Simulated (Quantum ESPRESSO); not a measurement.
# Ti (Fm-3m) in Quantum ESPRESSO: further runs

Aim: see how the results for Ti move with the level of theory and the settings. Levels: PBEsol, LDA. Tasks: single point.

Program: Quantum ESPRESSO 7.5. These are calculated values, not measurements. Logs are shortened: lines on timing, memory, paths and dates and some standing lists are left out, and cuts for length are marked.

## 1. The crystal as given

Symmetry: Fm-3m, No. 225, cubic system. The conventional cell has a = 4.406 Å, b = 4.406 Å, c = 4.406 Å, α = 90.00°, β = 90.00°, γ = 90.00°. Ti (site symmetry m-3m) has 12 Ti at 3.12 Å as nearest neighbours.

The cell was built by a generator and needn't be a form met in nature.

## 2. Single point, PBEsol

File pw.in:

```
&CONTROL
  calculation = 'scf'
  prefix = 'pwscf'
  outdir = './tmp'
  pseudo_dir = './pseudo'
  tprnfor = .true.
  tstress = .true.
  disk_io = 'nowf'
/
&SYSTEM
  ibrav = 0
  nat = 1
  ntyp = 1
  ecutwfc = 45
  ecutrho = 360
  nbnd = 12
  occupations = 'smearing'
  smearing = 'mp'
  degauss = 0.00734986
/
&ELECTRONS
  conv_thr = 2d-10
  electron_maxstep = 120
  mixing_beta = 0.5
/
ATOMIC_SPECIES
Ti    47.8670 ti_pbesol_v1.4.uspp.F.UPF
CELL_PARAMETERS angstrom
   0.0000000000    2.2030000000    2.2030000000
   2.2030000000    0.0000000000    2.2030000000
   2.2030000000    2.2030000000    0.0000000000
ATOMIC_POSITIONS crystal
Ti     0.0000000000    0.0000000000    0.0000000000
K_POINTS automatic
16 16 16 0 0 0
```

Potentials or basis: GBRV 1.5 PBEsol.

Command:

```sh
$ OMP_NUM_THREADS=1 pw.x -in pw.in > pw.out
```

pw.out:

```text
This program is part of the open-source Quantum ESPRESSO suite
     for quantum simulation of materials; please cite
[... 9 lines left out ...]
     --------------------
     sticks:   dense  smooth     PW     G-vecs:    dense   smooth      PW
     Sum         859     433    151                16625     5961    1139

     Using Slab Decomposition

     bravais-lattice index     =            0
     lattice parameter (alat)  =       5.8875  a.u.
     unit-cell volume          =     144.3012 (a.u.)^3
     number of atoms/cell      =            1
     number of atomic types    =            1
     number of electrons       =        12.00
     number of Kohn-Sham states=           12
     kinetic-energy cutoff     =      45.0000  Ry
     charge density cutoff     =     360.0000  Ry
     scf convergence threshold =      2.0E-10
     mixing beta               =       0.5000
     number of iterations used =            8  plain     mixing
     Exchange-correlation= SLA  PW   PSX  PSC
                           (   1   4  10   8   0   0   0)

     celldm(1)=   5.887465  celldm(2)=   0.000000  celldm(3)=   0.000000
     celldm(4)=   0.000000  celldm(5)=   0.000000  celldm(6)=   0.000000

     crystal axes: (cart. coord. in units of alat)
               a(1) = (   0.000000   0.707107   0.707107 )
               a(2) = (   0.707107   0.000000   0.707107 )
               a(3) = (   0.707107   0.707107   0.000000 )

     reciprocal axes: (cart. coord. in units 2 pi/alat)
               b(1) = ( -0.707107  0.707107  0.707107 )
               b(2) = (  0.707107 -0.707107  0.707107 )
               b(3) = (  0.707107  0.707107 -0.707107 )

     PseudoPot. # 1 for Ti read from file:
     ti_pbesol_v1.4.uspp.F.UPF
     Pseudo is Ultrasoft + core correction, Zval = 12.0
     Generated by new atomic code, or converted to UPF format
     Using radial grid of  851 points,  6 beta functions with:
                l(1) =   0
                l(2) =   0
                l(3) =   1
                l(4) =   1
                l(5) =   2
                l(6) =   2
     Q(r) pseudized with  6 coefficients,  rinner =    1.000   1.000   1.000
                                                       1.000   1.000

     atomic species   valence    mass     pseudopotential
     Ti               12.00    47.86700     Ti( 1.00)

     48 Sym. Ops., with inversion, found

   Cartesian axes

     site n.     atom                  positions (alat units)
         1        Ti     tau(   1) = (   0.0000000   0.0000000   0.0000000  )

     number of k points=   145  Methfessel-Paxton smearing, width (Ry)=  0.0073

     Number of k-points >= 100: set verbosity='high' to print them.

     Dense  grid:    16625 G-vectors     FFT dimensions: (  36,  36,  36)

     Smooth grid:     5961 G-vectors     FFT dimensions: (  25,  25,  25)

     Check: negative core charge=   -0.000015

     Initial potential from superposition of free atoms

     starting charge      11.0000, renormalised to      12.0000

     negative rho (up, down):  6.967E-04 0.000E+00
     Starting wfcs are   10 randomized atomic wfcs +    2 random wfcs

     Self-consistent Calculation

     iteration #  1     ecut=    45.00 Ry     beta= 0.50
     Davidson diagonalization with overlap
     ethr =  1.00E-02,  avg # of iterations =  5.1

     negative rho (up, down):  7.274E-04 0.000E+00

     total energy              =    -118.89235094 Ry
     estimated scf accuracy    <       0.80311781 Ry

     iteration #  2     ecut=    45.00 Ry     beta= 0.50
     Davidson diagonalization with overlap
     ethr =  6.69E-03,  avg # of iterations =  2.2

     negative rho (up, down):  5.980E-04 0.000E+00

     total energy              =    -119.10262485 Ry
     estimated scf accuracy    <       0.06012805 Ry

     iteration #  3     ecut=    45.00 Ry     beta= 0.50
     Davidson diagonalization with overlap
     ethr =  5.01E-04,  avg # of iterations =  1.7

     negative rho (up, down):  5.182E-04 0.000E+00

     total energy              =    -119.11669098 Ry
     estimated scf accuracy    <       0.00117946 Ry

     iteration #  4     ecut=    45.00 Ry     beta= 0.50
     Davidson diagonalization with overlap
     ethr =  9.83E-06,  avg # of iterations =  4.2

     negative rho (up, down):  4.913E-04 0.000E+00

     total energy              =    -119.11702043 Ry
     estimated scf accuracy    <       0.00050439 Ry

     iteration #  5     ecut=    45.00 Ry     beta= 0.50
     Davidson diagonalization with overlap
     ethr =  4.20E-06,  avg # of iterations =  1.9

     negative rho (up, down):  4.906E-04 0.000E+00

     total energy              =    -119.11714603 Ry
     estimated scf accuracy    <       0.00001441 Ry

     iteration #  6     ecut=    45.00 Ry     beta= 0.50
     Davidson diagonalization with overlap
     ethr =  1.20E-07,  avg # of iterations =  2.0

     negative rho (up, down):  4.907E-04 0.000E+00

     total energy              =    -119.11714962 Ry
     estimated scf accuracy    <       0.00000014 Ry

     iteration #  7     ecut=    45.00 Ry     beta= 0.50
     Davidson diagonalization with overlap
     ethr =  1.20E-09,  avg # of iterations =  1.9

     negative rho (up, down):  4.907E-04 0.000E+00

     total energy              =    -119.11714961 Ry
     estimated scf accuracy    <       0.00000006 Ry

     iteration #  8     ecut=    45.00 Ry     beta= 0.50
     Davidson diagonalization with overlap
     ethr =  5.05E-10,  avg # of iterations =  2.0

     negative rho (up, down):  4.907E-04 0.000E+00

     total energy              =    -119.11714962 Ry
     estimated scf accuracy    <          7.8E-09 Ry

     iteration #  9     ecut=    45.00 Ry     beta= 0.50
     Davidson diagonalization with overlap
     ethr =  6.46E-11,  avg # of iterations =  1.0

     negative rho (up, down):  4.907E-04 0.000E+00

     total energy              =    -119.11714962 Ry
     estimated scf accuracy    <          3.0E-10 Ry

     iteration # 10     ecut=    45.00 Ry     beta= 0.50
     Davidson diagonalization with overlap
     ethr =  2.50E-12,  avg # of iterations =  1.7

     negative rho (up, down):  4.907E-04 0.000E+00

     End of self-consistent calculation

     Number of k-points >= 100: set verbosity='high' to print the bands.

     the Fermi energy is    10.1651 ev

!    total energy              =    -119.11714962 Ry
     estimated scf accuracy    <          2.5E-11 Ry
     smearing contrib. (-TS)   =       0.00004114 Ry
     internal energy E=F+TS    =    -119.11719077 Ry

     The total energy is F=E-TS. E is the sum of the following terms:
     one-electron contribution =     -49.08011647 Ry
     hartree contribution      =      26.96842845 Ry
     xc contribution           =     -17.71057502 Ry
     ewald contribution        =     -79.29492773 Ry

     convergence has been achieved in  10 iterations

     negative rho (up, down):  4.907E-04 0.000E+00

     Forces acting on atoms (cartesian axes, Ry/au):

     atom    1 type  1   force =     0.00000000    0.00000000    0.00000000

     Total force =     0.000000     Total SCF correction =     0.000000

     Computing stress (Cartesian axis) and pressure

     negative rho (up, down):  4.907E-04 0.000E+00
          total   stress  (Ry/bohr**3)                   (kbar)     P=     -183.84
  -0.00124969   0.00000000   0.00000000         -183.84        0.00        0.00
   0.00000000  -0.00124969   0.00000000            0.00     -183.84        0.00
   0.00000000   0.00000000  -0.00124969            0.00        0.00     -183.84

=------------------------------------------------------------------------------=
   JOB DONE.
=------------------------------------------------------------------------------=
```

Wall time 17 s (1 thread of Intel Xeon Platinum 8259CL at 2.50GHz (Skylake/Cascade Lake), shared host); peak memory 0.11 GiB.

What came out:

```
Free energy            : -1620.6714 eV
Pressure               : -18.4 GPa
Band gap on the k mesh : none (metal or under the smearing width)
```

Levels at points of the mesh, in eV from the Fermi level:
| k point | band 3 | band 4 | band 5 | band 6 | band 7 | band 8 | band 9 | band 10 |
| --- | --- | --- | --- | --- | --- | --- | --- | --- |
| (0.00, 0.00, 0.00) | -32.98 | -32.98 | -5.55 | 0.73 | 0.73 | 0.73 | 1.94 | 1.94 |
| (0.00, 0.00, -0.50) | -33.02 | -33.02 | -2.17 | 0.29 | 0.65 | 0.65 | 2.75 | 2.75 |
| (0.00, -0.50, -0.50) | -33.10 | -33.10 | -1.96 | -1.24 | 2.10 | 2.73 | 2.96 | 2.96 |

Caveat: so large a pressure means that the cell lies far from this level's equilibrium, or that cutoff or potentials fall short.

## 3. Single point, LDA

Edit pw.in of step 2 so:

```diff
@@ -26,3 +26,3 @@
 ATOMIC_SPECIES
-Ti    47.8670 ti_pbesol_v1.4.uspp.F.UPF
+Ti    47.8670 ti_lda_v1.4.uspp.F.UPF
 CELL_PARAMETERS angstrom
```

Potentials or basis: GBRV 1.5 LDA.

Command:

```sh
$ OMP_NUM_THREADS=1 pw.x -in pw.in > pw.out
```

Wall time 14 s (1 thread of Intel Xeon Platinum 8488C (Sapphire Rapids), shared host); peak memory 0.11 GiB.

Results (log left out):

```
Free energy            : -1621.8462 eV
Pressure               : -21.1 GPa
Band gap on the k mesh : none (metal or under the smearing width)
```

Levels at points of the mesh, in eV from the Fermi level:
```
             k point  band 2  band 3  band 4  band 5  band 6  band 7  band 8  band 9  band 10  band 11
  (0.00, 0.00, 0.00)  -32.80  -32.80  -32.80   -5.50    0.70    0.70    0.70    1.90     1.90    14.23
 (0.00, 0.00, -0.50)  -33.15  -32.85  -32.85   -2.16    0.38    0.62    0.62    2.72     2.72     6.22
(0.00, -0.50, -0.50)  -33.13  -32.93  -32.93   -1.96   -1.25    2.16    2.69    2.94     2.94     8.33
```

Caveat: so large a pressure means that the cell lies far from this level's equilibrium, or that cutoff or potentials fall short.
